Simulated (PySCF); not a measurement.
**One shape, several levels: GaNH2F2 (SMILES [NH2][Ga]([F])[F])**

Wanted: a comparison of 6 runs (HF/STO-3G, B3LYP/6-31G*, PBE/6-311G**, PBE/cc-pVTZ, CCSD/pcseg-1) of GaNH2F2. 

Program for the calculation: PySCF 2.14.0.

**1. Starting point**

The species is GaNH2F2 (6 atoms), meant as a singlet with charge 0. SMILES: `[NH2][Ga]([F])[F]`. The shape is that of a PBE0-D4/def2-TZVP optimisation.

Bond lengths: N1–Ga2 1.790 Å, Ga2–F3 1.739 Å, Ga2–F4 1.739 Å, N1–H5 1.006 Å, N1–H6 1.006 Å. Angles: N1–Ga2–F3 122.4°, N1–Ga2–F4 122.4°, F3–Ga2–F4 115.1°, Ga2–N1–H5 121.0°, Ga2–N1–H6 121.0°, H5–N1–H6 112.8°.

**2. Energy and forces at HF/STO-3G (run 1)**

File input.py:

```python
from pyscf import gto, scf

mol = gto.M(
    atom=[
    ('N', (-0.297500, 0.963700, -0.172700)),
    ('Ga', (0.284200, -0.715300, 0.042000)),
    ('F', (1.685000, -1.101600, 0.997700)),
    ('F', (-0.455300, -2.067700, -0.763400)),
    ('H', (0.025100, 1.704800, 0.425700)),
    ('H', (-1.199500, 1.152100, -0.575400)),
],
    charge=0,
    spin=0,
    basis='sto-3g',
    verbose=4,
    max_memory=1860,
)

mf = scf.RHF(mol)
mf.conv_tol = 1e-10
mf.kernel()
if not mf.converged:
    mf = mf.newton().run(mf.mo_coeff, mf.mo_occ)

energy = mf.e_tot
print('E(%s) = %.9f' % ('HF', energy))
grad = mf.nuc_grad_method().kernel()
mf.analyze()
```

Launch:

```console
$ OMP_NUM_THREADS=1 python input.py
```

Log:

```text
PySCF version 2.14.0

[... 81 lines left out ...]
Total Energy =                       -2151.895025894482842
[... 9 lines left out ...]
MO #3   energy= -41.9345516858825  occ= 2
[... 7 lines left out ...]
MO #11  energy= -3.94614552843249  occ= 2
[... 7 lines left out ...]
MO #19  energy= -0.440930357927676 occ= 2
[... 7 lines left out ...]
MO #27  energy= -0.307914066207166 occ= 2
[... 7 lines left out ...]
MO #35  energy= 0.780750177501676  occ= 0
[... 44 lines left out ...]
Dipole moment(X, Y, Z, Debye): -0.95889,  1.56158,  0.31128
```

Wall time 1.8 s (1 thread of Intel Xeon at 2.70GHz, shared host); peak memory 0.12 GiB.

**3. Energy and forces at B3LYP/6-31G(d) (spherical functions) (run 2)**

File mol.xyz:

```xyz
6

N     -0.297500     0.963700    -0.172700
Ga     0.284200    -0.715300     0.042000
F      1.685000    -1.101600     0.997700
F     -0.455300    -2.067700    -0.763400
H      0.025100     1.704800     0.425700
H     -1.199500     1.152100    -0.575400
```

File run.py:

```python
from pyscf import gto, dft

molecule = gto.Mole()
molecule.atom = 'mol.xyz'
molecule.basis = '6-31g*'
molecule.max_memory = 1860
molecule.verbose = 3
molecule.spin = 0
molecule.build()

calc0 = dft.RKS(molecule, xc='b3lyp')
calc0.conv_tol = 1e-10
calc0.grids.level = 5
calc0.kernel()
if not calc0.converged:
    calc0 = calc0.newton().run(calc0.mo_coeff, calc0.mo_occ)

e_tot = calc0.e_tot
print('E(%s) = %.9f' % ('B3LYP', e_tot))
grad = calc0.nuc_grad_method().kernel()
calc0.analyze()
```

Launch:

```console
$ OMP_NUM_THREADS=1 python run.py
```

Log:

```text
converged SCF energy = -2180.34583816723
[... 18 lines left out ...]
MO #8   energy= -14.3397429692659  occ= 2
[... 13 lines left out ...]
MO #22  energy= -0.496675788335461 occ= 2
[... 13 lines left out ...]
MO #36  energy= 0.134827007385556  occ= 0
[... 13 lines left out ...]
MO #50  energy= 1.20246318317074   occ= 0
[... 13 lines left out ...]
MO #64  energy= 1.87450116901352   occ= 0
[... 13 lines left out ...]
MO #78  energy= 3.27001754589134   occ= 0
[... 7 lines left out ...]
Dipole moment(X, Y, Z, Debye): -1.48727,  2.93402,  0.20021
```

Run time: 27 s. Hardware: 1 thread of Intel Xeon at 2.70GHz, shared host; peak memory 0.76 GiB.

Runs 3 to 5 aren't shown in full; the table further down has their settings and results.

**4. A single-point energy at CCSD/pcseg-1 (run 6)**

File calc.py:

```python
from pyscf import gto, cc

system = gto.M(
    atom='''
N     -0.297500     0.963700    -0.172700
Ga     0.284200    -0.715300     0.042000
F      1.685000    -1.101600     0.997700
F     -0.455300    -2.067700    -0.763400
H      0.025100     1.704800     0.425700
H     -1.199500     1.152100    -0.575400
''',
    verbose=4,
    basis='pcseg-1',
    max_memory=1860,
    charge=0,
)

mf = system.RHF()
mf.conv_tol = 1e-10
mf.kernel()
if not mf.converged:
    mf = mf.newton().run(mf.mo_coeff, mf.mo_occ)

mycc = cc.CCSD(mf, frozen=12)
mycc.kernel()
e_final = mycc.e_tot
print(f'total energy: {e_final:.8f} hartree')
mf.analyze()
```

Launch:

```console
$ OMP_NUM_THREADS=1 python calc.py
```

Log:

```text
PySCF version 2.14.0

[... 96 lines left out ...]
Two-electron Coulomb Energy =         1256.829651518518176
[... 17 lines left out ...]
MO #15  energy= -1.30267050372224  occ= 2
[... 15 lines left out ...]
MO #31  energy= 0.0980408878660022 occ= 0
[... 15 lines left out ...]
MO #47  energy= 0.967216608859941  occ= 0
[... 15 lines left out ...]
MO #63  energy= 2.49170522948106   occ= 0
[... 15 lines left out ...]
MO #79  energy= 3.70624916922747   occ= 0
[... 88 lines left out ...]
Dipole moment(X, Y, Z, Debye): -1.62691,  3.17540,  0.23783
```

Wall time 14 s (1 thread of Intel Xeon at 2.70GHz, shared host); peak memory 0.35 GiB.

**5. Overview of the runs**

```csv
run,level,integration grid,Cartesian functions,energy (Eh),dipole moment (D) of the reference,HOMO energy (eV),LUMO energy (eV),wall time
1,HF/STO-3G,–,no,-2151.895026,1.86,-7.83,6.68,1.8 s
2,B3LYP/6-31G* (spherical functions),5,no,-2180.345838,3.30,-7.75,-1.42,27 s
3,B3LYP/6-31G* (Cartesian functions),5,yes,-2180.356448,3.27,-7.72,-1.41,27 s
4,PBE/6-311G**,5,no,-2180.089859,3.35,-6.72,-2.07,41 s
5,PBE/cc-pVTZ,5,no,-2180.192717,3.23,-6.79,-2.12,97 s
6,CCSD/pcseg-1,–,no,-2178.153303,3.58,-12.04,2.04,14 s
```

**6. Outcome**

```
                                           quantity           value
                                run 6: total energy  -2178.15330 Eh
        run 6: dipole moment (Hartree–Fock density)          3.58 D
         run 6: HOMO energy (Hartree–Fock orbitals)       -12.04 eV
         run 6: LUMO energy (Hartree–Fock orbitals)         2.04 eV
       run 6: HOMO–LUMO gap (Hartree–Fock orbitals)        14.08 eV
run 6: correlation energy (12 core orbitals frozen)      -635.1 mEh
                               run 6: T1 diagnostic           0.013
```

In words: Over runs 1, 2, 3, 4, 5 the dipole moment (its size) runs from 1.86 D (HF/STO-3G) to 3.35 D (PBE/6-311G**). The two ends differ in method and basis. Over runs 1, 2, 3, 4, 5 the HOMO–LUMO gap runs from 4.65 eV (PBE/6-311G**) to 14.51 eV (HF/STO-3G). Totals of different functionals can't be ranked against each other. In run 1 the basis is minimal, so the values are rough. All runs together took 3.5 min, the longest 97 s.
